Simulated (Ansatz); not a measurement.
# Si2C (P1) in Ansatz: convergence with k mesh

Aim: find how far k mesh must go before the results for Si2C settle, at PBE. This setting moves, with any that are tied to it; all else stays.

Everything below comes from runs of Ansatz 0.2.0. Logs are shortened: lines on timing, memory, paths and dates and some standing lists are left out, and cuts for length are marked.

## (1) The cell of the first run

The typed cell holds 3 atoms: a = 3.380 Å, b = 3.380 Å, c = 4.653 Å, α = 90.00°, β = 90.00°, γ = 120.00°.

The cell was built by a generator and needn't be a form met in nature.

The cell isn't the ideal one: atoms moved at random, drawn with an rms of 0.05 Å.

## (2) With k mesh 3 × 3 × 2

input.yaml reads:

```yaml
crystal:
  lattice:
    - [3.37972667, 0.0, 0.0]
    - [-1.68986334, 2.92692916, 0.0]
    - [0.0, 0.0, 4.65332025]
  atoms:
    - { symbol: Si, position: [0.319689, 0.656567, 0.749144] }
    - { symbol: Si, position: [0.338381, 0.679617, 0.238818] }
    - { symbol: C, position: [-0.009854, -0.009981, -0.008274] }
hamiltonian:
  xc: pbe
  pseudopotentials: { kind: paw, level: accurate }
kpoints:
  mp_grid: { grid: [3, 3, 2] }
scf:
  occupations: { method: fermi_dirac, width: 0.05 }
output:
  forces: true
  stress: true
  eigenvalues: true
```

Potentials or basis: Ansatz PAW earlier set.

Started as:

```
ansatz run input.yaml --threads 2 --pin off --max-ram 5632MiB --backend cpu --events-out ev --progress --plain --runs-dir out
```

Log:

```text
Warning: RAYON_NUM_THREADS=2 ignored (pool sized by the plan → 2); use --threads N
Engine: ansatz 0.2.0, x86_64-unknown-linux-gnu
Pseudopotentials: kind: paw, level: accurate
Pseudopotential: Si, paw, valence charge 4, recommended cutoff 420 eV (normal), Si.paw.azcp#accurate
Pseudopotential: C, paw, valence charge 4, recommended cutoff 800 eV (normal), C.paw.azcp#accurate
Functional definition: PBE
  parameter kappa = 0.804
  parameter beta = 0.06672455060314922
  exchange = pbe_x(kappa = kappa, mu = beta*pi^2/3)
  correlation = pbe_c(beta = beta)
Crystal: 3 atoms, lattice volume = 46.032 Å³
Basis set: ecut = 800 eV, 2379 PW (Γ), exchange–correlation on 64×64×90 points (8 copies of the dense FFT grid, shifted against one another)
Bands: 10, of which v1, the nominal top of the filled ones, is band 6 counted from 1 (5 counted from 0)
Symmetry: 1 space group operations
Space group: P1 (ITA 1), of the structure as read, at distance tolerance 3.6e-5 Å
k-points: 10 of 18 (time reversal used)
Non-local potential: Si, projectors of the file, l = 0: 3, l = 1: 3, l = 2: 2, l = 3: 1, l = 4: 1
Non-local potential: C, projectors of the file, l = 0: 2, l = 1: 2, l = 2: 2, l = 3: 1, l = 4: 1
PAW form: soft (Blöchl's): semilocal exchange-correlation on the pseudo side does not see the compensation charge
PAW one-centre angular grid: Si, 194 points (default); XC on 64 Gauss nodes
PAW one-centre angular grid: C, 194 points (default); XC on 64 Gauss nodes
Initial density: superposition of atomic densities (chi_scale 0.1, normalization cell, long waves kept (reshape's long-wave potential 0.05 eV rms))
Initial wavefunctions: pseudopotential atomic-orbital guess
Functional: x = pbe(κ = 0.804, μ = 0.2195149727645171), c = pbe(β = 0.06672455060314922)
SCF iter   1: F=—  HF=-1519.001587 eV  |F-HF|=—  |Δ(HF+E_count)|=         —  Δρ=4.89e-2  dr2=1.89e0  ethr=3.10e-3  ⟨swp⟩=5.7  Hψ=707  notcnv=0
preconditioner: auto → none  [insulator: Δε(μ)=0.113 eV  Ē_g=9.207 eV  σ=0.050 eV  W_gap=0.51  n_scr=8 (ndim 8)  ℏωp=19.0 eV  f_vac=0.000  D(μ)=2.14/eV (n_scr^D=22)  ε∞_Penn≈5.2]
SCF iter   2: F=—  HF=-1518.848730 eV  |F-HF|=—  |Δ(HF+E_count)|=   1.53e-1  Δρ=3.97e-2  dr2=1.42e0  ethr=3.10e-3  ⟨swp⟩=3.1  Hψ=313  notcnv=0
SCF iter   3: F=—  HF=-1518.577570 eV  |F-HF|=—  |Δ(HF+E_count)|=   2.71e-1  Δρ=1.34e-2  dr2=8.56e-2  ethr=3.10e-3  ⟨swp⟩=3.0  Hψ=254  notcnv=0
SCF iter   4: F=—  HF=-1518.563375 eV  |F-HF|=—  |Δ(HF+E_count)|=   1.42e-2  Δρ=3.22e-3  dr2=5.03e-3  ethr=7.13e-4  ⟨swp⟩=2.4  Hψ=200  notcnv=0
SCF iter   5: F=—  HF=-1518.562764 eV  |F-HF|=—  |Δ(HF+E_count)|=   6.11e-4  Δρ=8.34e-4  dr2=3.07e-4  ethr=4.19e-5  ⟨swp⟩=2.7  Hψ=159  notcnv=0
SCF iter   6: F=—  HF=-1518.562794 eV  |F-HF|=—  |Δ(HF+E_count)|=   2.98e-5  Δρ=2.10e-4  dr2=2.30e-5  ethr=2.56e-6  ⟨swp⟩=2.5  Hψ=166  notcnv=0
SCF iter   7: F=—  HF=-1518.562800 eV  |F-HF|=—  |Δ(HF+E_count)|=   6.35e-6  Δρ=5.90e-5  dr2=2.78e-6  ethr=1.92e-7  ⟨swp⟩=2.3  Hψ=152  notcnv=0
SCF iter   8: F=—  HF=-1518.562801 eV  |F-HF|=—  |Δ(HF+E_count)|=   5.32e-7  Δρ=2.61e-5  dr2=1.09e-6  ethr=2.32e-8  ⟨swp⟩=2.4  Hψ=150  notcnv=0
SCF iter   9: F=-1518.562801 eV  HF=-1518.562801 eV  |F-HF|=2.89e-9  |Δ(HF+E_count)|=   2.51e-7  Δρ=7.06e-6  dr2=2.09e-8  ethr=8.33e-10  ⟨swp⟩=3.2  Hψ=401  notcnv=0
SCF 1 converged in 9 iterations: F = -1518.562801 eV  dr2 = 2.09e-8
SCF converged after 9 iterations
Free energy (F): -1518.562801 eV
Harris-Foulkes:  -1518.562801 eV  (|F-HF|=2.89e-9)
Internal energy: -1518.555880 eV  (E = F + TS)
E sigma→0 (E₀):  -1518.559340 eV
Entropy (-TS):   -0.006920 eV (-2.307 meV/atom)
Fermi energy:    7.769368 eV
--- Per-component energies (eV) ---
  E_band       = 19.280584
  E_kinetic    = 174.154064
  E_local      = -155.723616  (includes V_loc(G=0)·N_el)
  E_nonlocal   = 57.519478
  E_hartree    = 50.853921
  E_xc         = -243.979664
  E_vxc        = -144.976359  (∫ρ·V_xc dr)
  E_paw        = -1034.381862  (= ΣΔE_a, less E_core_relax)
  E_vpaw       = -13.400043  (= ΣTr[D̂ρ^β], less what the cores' own moments, if any, meet on the grid)
  E_core_relax = -0.000613  (the energy of the cores' relaxation)
  E_aug_tail   = 0.000004  (compensation charges beyond the density's cutoff)
  E_ewald      = -366.997592
  E_smearing   = -0.006920  (= −TS)
  E_closure    = -0.000000  (closes the sum)
  Σ components = -1518.562801   (vs F -1518.562801, Δ=0.00e0)
--- Forces (eV/Å), atoms counted from 1 ---
  atom   1  Si    -0.03986817    -0.19012033     0.58599744
  atom   2  Si     0.04322030     0.05090048    -0.54287893
  atom   3  C     -0.00335233     0.13921444    -0.04308949
  max |Σ_I F_I| component: 2.90e-5 eV/Å
--- Stress (GPa, compression-positive) ---
       -9.740605       0.041618       0.248685
        0.041618      -9.315253       0.731850
        0.248685       0.731850       2.552563
  P = ⅓ Tr σ = -5.5011 GPa (-55.011 kbar)
--- Band table (eV; the first three rows and the last of 10) ---
  k-point 0: bands = ["-6.9594", "0.3321", "0.6359", "5.4432", "5.7092", "7.3373", "10.4623", "10.7376", "11.8609", "13.9895"]
  k-point 1: bands = ["-6.5143", "-2.7802", "5.5763", "5.8171", "6.1286", "6.6866", "9.1624", "11.1931", "11.2311", "11.6039"]
  k-point 2: bands = ["-5.4460", "-0.4456", "2.1595", "2.2491", "4.1515", "6.9201", "7.6281", "9.7716", "11.8206", "12.5739"]
  k-point 9: bands = ["-5.0111", "-1.2291", "0.0918", "4.1546", "4.4954", "8.1261", "8.6181", "9.6120", "10.3302", "12.6530"]
```

Wall time 1.1 s (2 threads of Intel Xeon Platinum 8488C (Sapphire Rapids), shared host); peak memory 0.39 GiB.

Results:

| Item | Value |
| --- | --- |
| Free energy | -1518.5628 eV |
| Pressure | -5.5 GPa |
| Largest force | 0.617 eV/Å |
| Band gap on the k mesh | none (metal or under the smearing width) |

## (3) With k mesh 4 × 4 × 2

input.yaml, as its differences from that of step 2:

```diff
@@ -13,3 +13,3 @@
 kpoints:
-  mp_grid: { grid: [3, 3, 2] }
+  mp_grid: { grid: [4, 4, 2] }
 scf:
```

Potentials or basis: Ansatz PAW earlier set.

Started as:

```
ansatz run input.yaml --threads 2 --pin off --max-ram 5632MiB --backend cpu --events-out ev --progress --plain --runs-dir out
```

Run time: 1.6 s. Hardware: 2 threads of Intel Xeon Platinum 8488C (Sapphire Rapids), shared host; peak memory 0.41 GiB.

Results:

| Quantity | Value |
| --- | --- |
| Free energy | -1518.8004 eV |
| Pressure | -11.4 GPa |
| Largest force | 0.248 eV/Å |
| Band gap on the k mesh | none (metal or under the smearing width) |

## (4) With k mesh 4 × 4 × 3

input.yaml, as its differences from that of step 3:

```diff
@@ -13,3 +13,3 @@
 kpoints:
-  mp_grid: { grid: [4, 4, 2] }
+  mp_grid: { grid: [4, 4, 3] }
 scf:
```

Started as:

```
ansatz run input.yaml --threads 2 --pin off --max-ram 5632MiB --backend cpu --events-out ev --progress --plain --runs-dir out
```

Wall time 1.9 s (2 threads of Intel Xeon Platinum 8488C (Sapphire Rapids), shared host); peak memory 0.41 GiB.

Results:

```yaml
Free_energy: -1518.7320 eV
Pressure: -11.2 GPa
Largest_force: 0.428 eV/Å
Band_gap_on_the_k_mesh: none (metal or under the smearing width)
```

## (5) With k mesh 5 × 5 × 4

input.yaml, as its differences from that of step 4:

```diff
@@ -13,3 +13,3 @@
 kpoints:
-  mp_grid: { grid: [4, 4, 3] }
+  mp_grid: { grid: [5, 5, 4] }
 scf:
```

Started as:

```
ansatz run input.yaml --threads 2 --pin off --max-ram 5632MiB --backend cpu --events-out ev --progress --plain --runs-dir out
```

It took 3.3 s on 2 threads of Intel Xeon Platinum 8488C (Sapphire Rapids), shared host; peak memory 0.44 GiB.

Results:

- Free energy: -1518.6406 eV
- Pressure: -11.0 GPa
- Largest force: 0.763 eV/Å
- Band gap on the k mesh: none (metal or under the smearing width)

## (6) With k mesh 7 × 7 × 4

input.yaml, as its differences from that of step 5:

```diff
@@ -13,3 +13,3 @@
 kpoints:
-  mp_grid: { grid: [5, 5, 4] }
+  mp_grid: { grid: [7, 7, 4] }
 scf:
```

Potentials or basis: Ansatz PAW earlier set.

Started as:

```
ansatz run input.yaml --threads 2 --pin off --max-ram 5632MiB --backend cpu --events-out ev --progress --plain --runs-dir out
```

It took 6 s on 2 threads of Intel Xeon Platinum 8488C (Sapphire Rapids), shared host; peak memory 0.51 GiB.

The run converged. Its results:

* Free energy: -1518.6807 eV
* Pressure: -11.7 GPa
* Largest force: 1.263 eV/Å
* Band gap on the k mesh: none (metal or under the smearing width)

## (7) With k mesh 8 × 8 × 5

input.yaml, as its differences from that of step 6:

```diff
@@ -13,3 +13,3 @@
 kpoints:
-  mp_grid: { grid: [7, 7, 4] }
+  mp_grid: { grid: [8, 8, 5] }
 scf:
```

Started as:

```
ansatz run input.yaml --threads 2 --pin off --max-ram 5632MiB --backend cpu --events-out ev --progress --plain --runs-dir out
```

It took 9.4 s on 2 threads of Intel Xeon Platinum 8488C (Sapphire Rapids), shared host; peak memory 0.58 GiB.

Results (log left out):

- Free energy: -1518.6739 eV
- Pressure: -11.9 GPa
- Largest force: 1.215 eV/Å
- Band gap on the k mesh: none (metal or under the smearing width)

## (8) With k mesh 10 × 10 × 7

input.yaml, as its differences from that of step 7:

```diff
@@ -13,3 +13,3 @@
 kpoints:
-  mp_grid: { grid: [8, 8, 5] }
+  mp_grid: { grid: [10, 10, 7] }
 scf:
```

Started as:

```
ansatz run input.yaml --threads 2 --pin off --max-ram 5632MiB --backend cpu --events-out ev --progress --plain --runs-dir out
```

Wall time 23 s (2 threads of Intel Xeon Platinum 8488C (Sapphire Rapids), shared host); peak memory 0.85 GiB.

The run converged. Its results:

| Property | Result |
| --- | --- |
| Free energy | -1518.6545 eV |
| Pressure | -11.9 GPa |
| Largest force | 1.259 eV/Å |
| Band gap on the k mesh | none (metal or under the smearing width) |

## (9) With k mesh 12 × 12 × 8

input.yaml, as its differences from that of step 8:

```diff
@@ -13,3 +13,3 @@
 kpoints:
-  mp_grid: { grid: [10, 10, 7] }
+  mp_grid: { grid: [12, 12, 8] }
 scf:
```

Potentials or basis: Ansatz PAW earlier set.

Started as:

```
ansatz run input.yaml --threads 2 --pin off --max-ram 5632MiB --backend cpu --events-out ev --progress --plain --runs-dir out
```

Run time: 32 s. Hardware: 2 threads of Intel Xeon Platinum 8488C (Sapphire Rapids), shared host; peak memory 1.2 GiB.

Results (log left out):

```yaml
Free_energy: -1518.6602 eV
Pressure: -11.8 GPa
Largest_force: 1.128 eV/Å
Band_gap_on_the_k_mesh: none (metal or under the smearing width)
```

## (10) With k mesh 15 × 15 × 10

input.yaml, as its differences from that of step 9:

```diff
@@ -13,3 +13,3 @@
 kpoints:
-  mp_grid: { grid: [12, 12, 8] }
+  mp_grid: { grid: [15, 15, 10] }
 scf:
```

Started as:

```
ansatz run input.yaml --threads 2 --pin off --max-ram 5632MiB --backend cpu --events-out ev --progress --plain --runs-dir out
```

It took 63 s on 2 threads of Intel Xeon Platinum 8488C (Sapphire Rapids), shared host; peak memory 1.9 GiB.

The run converged. Its results:

- Free energy: -1518.6643 eV
- Pressure: -11.8 GPa
- Largest force: 1.205 eV/Å
- Band gap on the k mesh: none (metal or under the smearing width)

## (11) Result

| k mesh | energy less the tightest run, at zero smearing (meV/atom) | pressure (GPa) | largest force (eV/Å) | SCF cycles | CPU time (s) | peak memory (GiB) |
| --- | --- | --- | --- | --- | --- | --- |
| 3 × 3 × 2 | 33.28 | -5.50 | 0.617 | 9 | 2.1 | 0.39 |
| 4 × 4 × 2 | -43.90 | -11.40 | 0.248 | 9 | 2.9 | 0.41 |
| 4 × 4 × 3 | -22.64 | -11.25 | 0.428 | 9 | 3.6 | 0.41 |
| 5 × 5 × 4 | 9.86 | -10.98 | 0.763 | 9 | 6.5 | 0.44 |
| 7 × 7 × 4 | -4.64 | -11.74 | 1.263 | 9 | 12 | 0.51 |
| 8 × 8 × 5 | -2.59 | -11.92 | 1.215 | 8 | 19 | 0.58 |
| 10 × 10 × 7 | 4.01 | -11.92 | 1.259 | 9 | 46 | 0.85 |
| 12 × 12 × 8 | 1.57 | -11.81 | 1.128 | 8 | 64 | 1.2 |
| 15 × 15 × 10 | 0.00 | -11.84 | 1.205 | 8 | 120 | 1.9 |

Against the tightest run, the pressure stays within 0.1 GPa from 7 × 7 × 4 on. Not settled before the last step: the energy (to 1 meV/atom), the largest force (to 0.005 eV/Å). Meshes of other sizes hit other points, so gaps and Fermi surfaces needn't settle smoothly. The tightest run that finished is the yardstick and may itself not be fully converged.
